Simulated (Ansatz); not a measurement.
**Alloy of GaN and ZnO (42 of 48 Ga sites, 42 of 48 N sites exchanged), 96 atoms**

Aim: relax the alloy cell and compare the gap by PBEsol.

Program: Ansatz 0.2.0, PAW, plane waves. These are calculated values, not measurements.

## (1) The system as built

96 atoms (42 Zn, 6 Ga, 42 O, 6 N); a = 9.673 Å, b = 11.169 Å, c = 10.422 Å, α = 90.00°, β = 90.00°, γ = 90.00°. All atoms were shaken off their sites by about 0.02 Å along each axis.

Steps to follow: (2) PBEsol cell relaxation at the single k point (¼, ¼, ¼), on 1 × NVIDIA H100 80GB HBM3 with 4 threads of AMD EPYC 7R13.

## (2) PBEsol relaxation of the cell and the positions

File in.yaml:

```yaml
crystal:
  lattice:
    - [9.672788, 0.000000, 0.000000]
    - [0.000000, 11.169174, 0.000000]
    - [0.000000, 0.000000, 10.422102]
  atoms:
    - { symbol: Zn, position: [0.165981, 0.083527, 0.250160] }
    - { symbol: Zn, position: [0.165156, 0.083705, 0.751330] }
    - { symbol: Zn, position: [0.001293, 0.334487, 0.749416] }
    - { symbol: Zn, position: [0.495713, 0.083297, 0.250113] }
    - { symbol: Zn, position: [0.498125, 0.081057, 0.749176] }
    - { symbol: Zn, position: [0.333680, 0.331457, 0.247813] }
    - { symbol: Zn, position: [0.334228, 0.335790, 0.752263] }
    - { symbol: Zn, position: [0.167317, 0.585248, 0.249524] }
    - { symbol: Zn, position: [0.164824, 0.580207, 0.751149] }
    - { symbol: Zn, position: [0.003880, 0.832683, 0.245464] }
    - { symbol: Zn, position: [0.835200, 0.080357, 0.248196] }
    - { symbol: Zn, position: [0.826588, 0.087051, 0.750730] }
    - { symbol: Zn, position: [0.666138, 0.332743, 0.248586] }
    - { symbol: Zn, position: [0.665181, 0.335138, 0.748348] }
    - { symbol: Zn, position: [0.502723, 0.583911, 0.250420] }
    - { symbol: Zn, position: [0.499109, 0.584757, 0.746943] }
    - { symbol: Zn, position: [0.333183, 0.834062, 0.250605] }
    - { symbol: Zn, position: [0.333273, 0.831761, 0.749052] }
    - { symbol: Zn, position: [0.830917, 0.586439, 0.250166] }
    - { symbol: Zn, position: [0.833567, 0.584183, 0.745829] }
    - { symbol: Zn, position: [0.664501, 0.832731, 0.249616] }
    - { symbol: Zn, position: [0.666172, 0.833572, 0.750177] }
    - { symbol: Zn, position: [0.000608, 0.163614, 0.498209] }
    - { symbol: Zn, position: [0.999634, 0.165109, 0.998864] }
    - { symbol: Zn, position: [0.332702, 0.168094, 0.497796] }
    - { symbol: Zn, position: [0.333883, 0.165469, 0.999921] }
    - { symbol: Zn, position: [0.163861, 0.413800, 0.502965] }
    - { symbol: Zn, position: [0.167882, 0.411332, 0.997962] }
    - { symbol: Zn, position: [0.667848, 0.168170, 0.001941] }
    - { symbol: Zn, position: [0.502025, 0.416711, 0.999170] }
    - { symbol: Zn, position: [0.331496, 0.666241, 0.501403] }
    - { symbol: Zn, position: [0.332785, 0.665103, 0.001071] }
    - { symbol: Zn, position: [0.168013, 0.912488, 0.500284] }
    - { symbol: Zn, position: [0.166825, 0.913788, 0.998617] }
    - { symbol: Zn, position: [0.835269, 0.416887, 0.499357] }
    - { symbol: Zn, position: [0.836027, 0.414912, 0.998892] }
    - { symbol: Zn, position: [0.665053, 0.666930, 0.499857] }
    - { symbol: Zn, position: [0.666532, 0.667768, 0.996802] }
    - { symbol: Zn, position: [0.503249, 0.915882, 0.500931] }
    - { symbol: Zn, position: [0.502089, 0.913398, 0.998664] }
    - { symbol: Zn, position: [0.832250, 0.915388, 0.496719] }
    - { symbol: Zn, position: [0.832360, 0.916602, 0.998543] }
    - { symbol: Ga, position: [0.000300, 0.333571, 0.250226] }
    - { symbol: Ga, position: [0.995904, 0.832476, 0.747298] }
    - { symbol: Ga, position: [0.001739, 0.664817, 0.501058] }
    - { symbol: Ga, position: [0.001209, 0.668015, 0.002223] }
    - { symbol: Ga, position: [0.666412, 0.166595, 0.503234] }
    - { symbol: Ga, position: [0.502030, 0.417208, 0.497040] }
    - { symbol: O, position: [0.998099, 0.166964, 0.188585] }
    - { symbol: O, position: [0.001029, 0.168169, 0.688109] }
    - { symbol: O, position: [0.331286, 0.165435, 0.188379] }
    - { symbol: O, position: [0.335128, 0.164935, 0.687889] }
    - { symbol: O, position: [0.165839, 0.418899, 0.692644] }
    - { symbol: O, position: [0.001120, 0.664468, 0.185827] }
    - { symbol: O, position: [0.000830, 0.668238, 0.687912] }
    - { symbol: O, position: [0.666015, 0.166932, 0.191437] }
    - { symbol: O, position: [0.665597, 0.167195, 0.686518] }
    - { symbol: O, position: [0.503702, 0.414740, 0.186620] }
    - { symbol: O, position: [0.499878, 0.415652, 0.688193] }
    - { symbol: O, position: [0.332835, 0.664861, 0.186723] }
    - { symbol: O, position: [0.334212, 0.666924, 0.689515] }
    - { symbol: O, position: [0.168426, 0.916313, 0.189081] }
    - { symbol: O, position: [0.164565, 0.917678, 0.687530] }
    - { symbol: O, position: [0.830974, 0.416030, 0.188135] }
    - { symbol: O, position: [0.666402, 0.668220, 0.189263] }
    - { symbol: O, position: [0.667311, 0.667822, 0.685099] }
    - { symbol: O, position: [0.494749, 0.918852, 0.188806] }
    - { symbol: O, position: [0.500364, 0.917218, 0.689007] }
    - { symbol: O, position: [0.837192, 0.916051, 0.188933] }
    - { symbol: O, position: [0.833664, 0.915228, 0.690543] }
    - { symbol: O, position: [0.168019, 0.083947, 0.437543] }
    - { symbol: O, position: [0.998824, 0.334226, 0.437631] }
    - { symbol: O, position: [0.998856, 0.333215, 0.937101] }
    - { symbol: O, position: [0.503381, 0.083468, 0.438018] }
    - { symbol: O, position: [0.500483, 0.085286, 0.938927] }
    - { symbol: O, position: [0.326287, 0.333853, 0.437787] }
    - { symbol: O, position: [0.334994, 0.332385, 0.941484] }
    - { symbol: O, position: [0.165677, 0.582586, 0.938267] }
    - { symbol: O, position: [0.999908, 0.832602, 0.439554] }
    - { symbol: O, position: [0.003395, 0.834470, 0.938551] }
    - { symbol: O, position: [0.667663, 0.332589, 0.434093] }
    - { symbol: O, position: [0.666546, 0.331579, 0.936628] }
    - { symbol: O, position: [0.500052, 0.582933, 0.436303] }
    - { symbol: O, position: [0.503046, 0.582881, 0.937739] }
    - { symbol: O, position: [0.333924, 0.832548, 0.438986] }
    - { symbol: O, position: [0.333607, 0.832421, 0.937741] }
    - { symbol: O, position: [0.834306, 0.582904, 0.437743] }
    - { symbol: O, position: [0.834381, 0.584401, 0.939488] }
    - { symbol: O, position: [0.663924, 0.831838, 0.437669] }
    - { symbol: O, position: [0.664745, 0.835521, 0.936961] }
    - { symbol: N, position: [0.167044, 0.419729, 0.188602] }
    - { symbol: N, position: [0.835384, 0.419917, 0.686671] }
    - { symbol: N, position: [0.161093, 0.087313, 0.942581] }
    - { symbol: N, position: [0.167607, 0.584027, 0.437767] }
    - { symbol: N, position: [0.831282, 0.083708, 0.435485] }
    - { symbol: N, position: [0.835495, 0.080611, 0.937802] }
  symmetry: { detect: false }
kpoints:
  mp_grid: { grid: [1, 1, 1], shift: [0.25, 0.25, 0.25] }
hamiltonian:
  xc: pbesol
scf:
  occupations: { method: fermi_dirac, width: 0.01 }
relax:
  f_tol: 0.03
  max_steps: 80
  escape_saddle: false
  adjacent_minimum: "off"
  cell: { fix: [alpha, beta, gamma] }
output:
  forces: true
  eigenvalues: true
  populations: true
```

Launch:

```sh
$ ansatz run in.yaml --threads 4 --pin off --max-ram 38950MiB --runs-dir r --events-out ev --progress --plain --backend cuda --devices 0, --max-vram 37GiB
```

**Question.** What will these runs give? Wanted: for each run, top filled to lowest empty.

The runs gave:

| level | time | top filled to lowest empty (eV) |
| --- | --- | --- |
| PBEsol, relaxation | 15 s (GPU) | 0.92 |

```
     quantity                                                                        value
   relaxation                                             6 recorded steps, 4.25 eV gained
largest shift                                                                 0.19 Å (O80)
 relaxed cell  a = 9.704 Å, b = 11.185 Å, c = 10.439 Å, α = 90.00°, β = 90.00°, γ = 90.00°
   mean bonds                             Ga–N 1.852, Ga–O 1.891, N–Zn 1.917, O–Zn 1.997 Å
```

**In words.** Relaxation gains 4.25 eV, with shifts up to 0.19 Å (O80), while the volume changes by +0.6 %. The mean lengths of the listed bonds run from Ga–N 1.85 Å to O–Zn 2.00 Å. With one k point the spacing samples only the states that fold onto it, so it can exceed the gap over the zone.
